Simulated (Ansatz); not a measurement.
# HfSn3O8: the cell at several levels of theory

Cell and atoms of HfSn3O8, tetragonal host are relaxed in turn with PBE, r2SCAN and PBEsol. This is a trial cell built on a prototype, not taken from a measured structure, and it needn't be the compound's ground state.

The runs shown are made with Ansatz 0.2.0. PAW datasets, plane waves, zero pressure. No spin polarisation. The prototype was imposed, so other structures may be more stable.

### 1 The system as given

This is the cell as the run starts from it, not yet at rest; its lengths are not the crystal's.

It is orthorhombic, Pmm2 (No. 25); a = 3.296 Å, b = 6.592 Å, c = 4.791 Å in the conventional setting, 8.67 Å³ an atom. Near Sn stand 4 O at 1.90 Å; near O stand 2 Sn at 1.90 Å; near O stand 1 Sn at 1.90 Å and 1 Hf at 1.90 Å.

The structure in full:

```cif
data_structure
_symmetry_space_group_name_H-M 'Pmm2'
_symmetry_Int_Tables_number 25
_cell_length_a 3.2960
_cell_length_b 6.5920
_cell_length_c 4.7910
_cell_angle_alpha 90.000
_cell_angle_beta 90.000
_cell_angle_gamma 90.000
_cell_volume 104.10
loop_
_atom_site_label
_atom_site_type_symbol
_atom_site_symmetry_multiplicity
_atom_site_Wyckoff_symbol
_atom_site_fract_x
_atom_site_fract_y
_atom_site_fract_z
_atom_site_occupancy
Sn1 Sn 2 h 0.50000 0.25000 0.50000 1
Sn2 Sn 1 a 0.00000 0.00000 0.00000 1
O1 O 1 c 0.50000 0.00000 0.30279 1
O2 O 2 g 0.00000 0.25000 0.19721 1
O3 O 2 g 0.00000 0.25000 0.69721 1
O4 O 1 c 0.50000 0.00000 0.80279 1
Hf1 Hf 1 b 0.00000 0.50000 0.00000 1
O5 O 1 d 0.50000 0.50000 0.30279 1
O6 O 1 d 0.50000 0.50000 0.80279 1
```

### 2 PBE: cell and atoms

File input.yaml:

```yaml
crystal:
  lattice:
    - [3.29601972, 0.0, 0.0]
    - [0.0, 6.59203945, 0.0]
    - [0.0, 0.0, 4.79102416]
  atoms:
    - { symbol: Sn, position: [0.5, 0.25, 0.5] }
    - { symbol: Sn, position: [0.0, 0.0, 0.0] }
    - { symbol: O, position: [0.5, 0.0, 0.30279212] }
    - { symbol: O, position: [0.0, 0.25, 0.19720788] }
    - { symbol: O, position: [0.0, 0.25, 0.69720788] }
    - { symbol: O, position: [0.5, 0.0, 0.80279212] }
    - { symbol: Sn, position: [0.5, 0.75, 0.5] }
    - { symbol: Hf, position: [0.0, 0.5, 0.0] }
    - { symbol: O, position: [0.5, 0.5, 0.30279212] }
    - { symbol: O, position: [0.0, 0.75, 0.19720788] }
    - { symbol: O, position: [0.0, 0.75, 0.69720788] }
    - { symbol: O, position: [0.5, 0.5, 0.80279212] }
kpoints:
  mp_grid: { grid: [8, 4, 6] }
hamiltonian:
  xc: pbe
scf:
  occupations: { method: fermi_dirac, width: 0.02 }
relax:
  f_tol: 0.005
  cell: {}
```

The runs that follow: Relaxing with r2SCAN; Relaxation with PBEsol.

Before running it: what results should come out? Wanted: for each run, a; b; c; volume; space group; SCF geometries.

**Answer**, as computed:

```
 level  a (Å)  b (Å)  c (Å)  volume (Å³/atom)  space group  SCF geometries
   PBE  3.548  7.305  5.475            11.825         Pmm2              21
r2SCAN  3.517  7.206  5.382            11.367         Pmm2               9
PBEsol  3.521  7.213  5.358            11.340         Pmm2              10
```

What this shows: From the start to the first minimum the volume moved by +36.3 %. PBEsol gives the smallest cell and PBE the largest; they differ by 4.3 % in volume, a mean of 1.4 % in length. The meshes differ: PBE 8×4×6, r2SCAN 6×4×4, PBEsol 6×4×4.
